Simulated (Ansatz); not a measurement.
**ZnIr: response to uniaxial strain along c**

An exercise on one series of results from a longer session: the logs are not shown, and one member is left open.

Method: DFT PBEsol, scalar-relativistic, plane waves, PAW, in Ansatz 0.2.0.

## Starting point

The structure is hexagonal, space group P-6m2 (No. 187). The conventional cell has a = 2.777 Å, b = 2.777 Å, c = 4.164 Å, α = 90.00°, β = 90.00°, γ = 120.00°. Around Zn (site symmetry -6m2) lie 6 Ir at 2.63 Å and 6 Zn at 2.78 Å. Ir (site symmetry -6m2) is surrounded by 6 Zn at 2.63 Å and 6 Ir at 2.78 Å.

As a file:

```xyz
2
Lattice="2.7772 0.0000 0.0000 -1.3886 2.4051 0.0000 0.0000 0.0000 4.1639" Properties=species:S:1:pos:R:3 pbc="T T T"
Zn    1.3886    0.8017    2.0819
Ir    0.0000    0.0000    0.0000
```

The structure comes from the Materials Project (structure only).

The first run:

(A quick probe on a coarse mesh, which set the mesh and smearing, is not shown.)

File input.yaml:

```yaml
crystal:
  lattice:
    - [2.7771790596, 0.0, 0.0]
    - [-1.3885895298, 2.4051076165, 0.0]
    - [0.0, 0.0, 4.16386207]
  atoms:
    - { symbol: Zn, position: [0.66666667, 0.33333333, 0.5] }
    - { symbol: Ir, position: [0.0, 0.0, 0.0] }
basis:
  ecutwfc: 420
kpoints:
  mp_grid: { grid: [18, 18, 10] }
hamiltonian:
  xc: pbesol
scf:
  occupations: { method: gaussian, width: 0.1 }
output:
  forces: true
  stress: true
  eigenvalues: true
relax:
  adjacent_minimum: "off"
  f_tol: 0.005
  max_steps: 80
  cell: { stress_tol: 0.05 }
```

Steps of the session up to this table: Full relaxation; Zero strain; At -1.0 %; Strain +1.0 %; Strain -2.0 %; Strain +2.0 %; The cell strained by -3.0 %; At +3.0 %.

One of the session's tables, all rows but one given; the rest of the session is left out.

Lengths are those of the vectors of the cell that was run; stresses in GPa:

| strain (%) | ΔE (meV/atom) | a (Å) | b (Å) | c (Å) |
| --- | --- | --- | --- | --- |
| -3.0 | 11.5 | 2.785 | 2.785 | 4.029 |
| -2.0 | 4.9 | 2.775 | 2.775 | 4.070 |
| -1.0 | 1.1 | 2.766 | 2.766 | 4.112 |
| +0.0 | 0.0 | 2.758 | 2.758 | 4.153 |
| +1.0 | ? | ? | ? | ? |
| +2.0 | 5.2 | 2.742 | 2.742 | 4.236 |
| +3.0 | 11.4 | 2.735 | 2.735 | 4.278 |

**Question.** Estimate the row for strain (%) = +1.0.

Worked estimate for «ΔE (meV/atom)». A straight line through the neighbours (0.0, 0.0) and (2.0, 5.2) gives 0.0 + (5.2 − 0.0) × (1.0 − 0.0) / (2.0 − 0.0) = 2.6; a parabola fitted to 4 rows on both sides gives 1.4.

The run gave: ΔE (meV/atom): 1.4; a (Å): 2.750; b (Å): 2.750; c (Å): 4.195. In «ΔE (meV/atom)» the line misses by +1.2 and the parabola by 0.0.

ΔE is over the unstrained cell. Stress in GPa, positive in compression, on the Cartesian axes of the input. 

Limits of these values: Warnings in the runs' records: symmetry narrowed by cell relaxation.
